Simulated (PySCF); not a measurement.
# C3H9GaO (GaH2(OiPr)): the cost of one run

Computed with PySCF 2.14.0, with density-fitted response routines of our own, on a single molecule in the gas phase. Atoms are numbered from 0 throughout.

### 1 The molecule as given

14 atoms, charge 0, multiplicity 1; geometry from: GFN2-xTB. The atoms were then displaced at random by about 0.03 Å, so the start is not that level's minimum.

Bonds of the start (Å): Ga0–H1 1.50, Ga0–H2 1.69, Ga0–O3 1.63, O3–C4 1.47, C4–C5 1.49, C4–C6 1.53, C4–H7 1.13, C5–H8 1.06, C5–H9 1.12, C5–H10 1.06, C6–H11 1.10, C6–H12 1.21, C6–H13 1.12.

### 2 Optimising the geometry at PBE0-D3(BJ)/def2-SVP

The job: settings as JSON, then the geometry in Å.

```
{"job": {"xc": "PBE0", "basis": "def2-SVP", "d3": "d3bj", "grid": 1, "maxiter": 40, "shake": 0.03, "kind": "geom"}, "charge": 0, "multiplicity": 1}
Ga     0.985440     1.791820    -1.352410
H      2.247890     2.598160    -1.279580
H     -0.300320     2.222620    -2.359440
O      1.028340     0.591550    -0.255400
C      0.317830    -0.513100     0.408710
C     -0.402050    -1.400340    -0.549390
C     -0.610670     0.032200     1.496420
H      1.180530    -1.033540     0.921290
H     -1.196310    -0.846520    -0.977020
H     -0.816700    -2.281310     0.006040
H      0.284340    -1.770140    -1.273000
H     -0.094400     0.704720     2.197400
H     -1.518070     0.632850     0.977330
H     -1.125280    -0.772790     2.082280
```

On the command line:

```bash
$ OMP_NUM_THREADS=1 python probes_run.py task.json out
```

One launch serves the whole session: the jobs run in the order shown.

Q: Estimate the wall time and peak memory of this first job on 1 thread of Arm Neoverse V1, shared host.

About 83 s, with a peak of 0.55 GiB.
